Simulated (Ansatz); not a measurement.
# WS2 with a defect (Ge on a W site): a single-point run

The task is a single point on WS2 with a defect (Ge on a W site) that gives the gradients at the nuclei.

The COD entry's cell or inner coordinates are ideal or old and differ from later refinements, so a difference from it is no clean test against experiment.

Method: DFT, PBE, plane-wave PAW, default files, scalar-relativistic, in Ansatz 0.2.0.

## 1. The starting structure

The structure is hexagonal, space group P-6m2 (No. 187). Conventional cell: a = 6.360 Å, b = 6.360 Å, c = 12.500 Å, α = 90.00°, β = 90.00°, γ = 120.00°. Ge (site symmetry -6m2) is surrounded by 6 S at 2.41 Å. Around W (site symmetry mm2) lie 6 S at 2.41 Å. Around W (site symmetry -6m2) lie 6 S at 2.41 Å. S (site symmetry 3m) is surrounded by 3 W at 2.41 Å. S (site symmetry m) has 3 W at 2.41 Å as nearest neighbours. S (site symmetry m) has 2 W at 2.41 Å and 1 Ge at 2.41 Å as nearest neighbours.

As a file:

```
Ge W S
1.0
     6.36000    0.00000    0.00000
    -3.18000    5.50792    0.00000
     0.00000    0.00000   12.50000
Ge W S
1 7 16
Direct
  0.16667 0.33333 0.25000
  0.16667 0.83333 0.25000
  0.66667 0.33333 0.25000
  0.66667 0.83333 0.25000
  0.33333 0.16667 0.75000
  0.33333 0.66667 0.75000
  0.83333 0.16667 0.75000
  0.83333 0.66667 0.75000
  0.16667 0.33333 0.62500
  0.16667 0.83333 0.62500
  0.66667 0.33333 0.62500
  0.66667 0.83333 0.62500
  0.33333 0.16667 0.12500
  0.33333 0.66667 0.12500
  0.83333 0.16667 0.12500
  0.83333 0.66667 0.12500
  0.16667 0.33333 0.87500
  0.16667 0.83333 0.87500
  0.66667 0.33333 0.87500
  0.66667 0.83333 0.87500
  0.33333 0.16667 0.37500
  0.33333 0.66667 0.37500
  0.83333 0.16667 0.37500
  0.83333 0.66667 0.37500
```

## 2. Input and run

input.yaml reads:

```yaml
crystal:
  lattice:
    - [6.36, 0.0, 0.0]
    - [-3.18, 5.507921568, 0.0]
    - [0.0, 0.0, 12.5]
  atoms:
    - { symbol: Ge, position: [0.1666666666, 0.3333333334, 0.25] }
    - { symbol: W, position: [0.1666666666, 0.8333333334, 0.25] }
    - { symbol: W, position: [0.6666666666, 0.3333333334, 0.25] }
    - { symbol: W, position: [0.6666666666, 0.8333333334, 0.25] }
    - { symbol: W, position: [0.3333333334, 0.1666666666, 0.75] }
    - { symbol: W, position: [0.3333333334, 0.6666666666, 0.75] }
    - { symbol: W, position: [0.8333333334, 0.1666666666, 0.75] }
    - { symbol: W, position: [0.8333333334, 0.6666666666, 0.75] }
    - { symbol: S, position: [0.1666666666, 0.3333333334, 0.625] }
    - { symbol: S, position: [0.1666666666, 0.8333333334, 0.625] }
    - { symbol: S, position: [0.6666666666, 0.3333333334, 0.625] }
    - { symbol: S, position: [0.6666666666, 0.8333333334, 0.625] }
    - { symbol: S, position: [0.3333333334, 0.1666666666, 0.125] }
    - { symbol: S, position: [0.3333333334, 0.6666666666, 0.125] }
    - { symbol: S, position: [0.8333333334, 0.1666666666, 0.125] }
    - { symbol: S, position: [0.8333333334, 0.6666666666, 0.125] }
    - { symbol: S, position: [0.1666666666, 0.3333333334, 0.875] }
    - { symbol: S, position: [0.1666666666, 0.8333333334, 0.875] }
    - { symbol: S, position: [0.6666666666, 0.3333333334, 0.875] }
    - { symbol: S, position: [0.6666666666, 0.8333333334, 0.875] }
    - { symbol: S, position: [0.3333333334, 0.1666666666, 0.375] }
    - { symbol: S, position: [0.3333333334, 0.6666666666, 0.375] }
    - { symbol: S, position: [0.8333333334, 0.1666666666, 0.375] }
    - { symbol: S, position: [0.8333333334, 0.6666666666, 0.375] }
kpoints:
  mp_grid: { grid: [4, 4, 2] }
scf:
  occupations: { method: fermi_dirac, width: 0.01 }
  max_iter: 60
hamiltonian:
  xc: pbe
  pseudopotentials: { kind: paw }
output:
  forces: true
  stress: true
  populations: true
  efg:
    quadrupole_moments_barn: { Ge: -0.196, S: -0.0694 }
    contact_densities: true
basis:
  ecutwfc: "50 eV"
```

On the command line:

```bash
$ ansatz run input.yaml --threads 1 --pin off --max-ram 3072MiB --backend cpu --events-out ev --progress --plain --runs-dir out
```

Q: Will this input give a usable result? If not, why, and what should change?

The run converged and reported no error, with warnings (cutoff below recommended, gradients without spin orbit). It gives a pressure of -116 GPa and a largest force of 12.2 eV/Å, which is large.

The suspect setting: basis.ecutwfc is 50 eV. The basis cutoff is far too low: the plane waves can't represent the orbitals near the cores. The potentials' recommended cutoff is 420 eV.

The test: delete basis.ecutwfc (the default then holds).
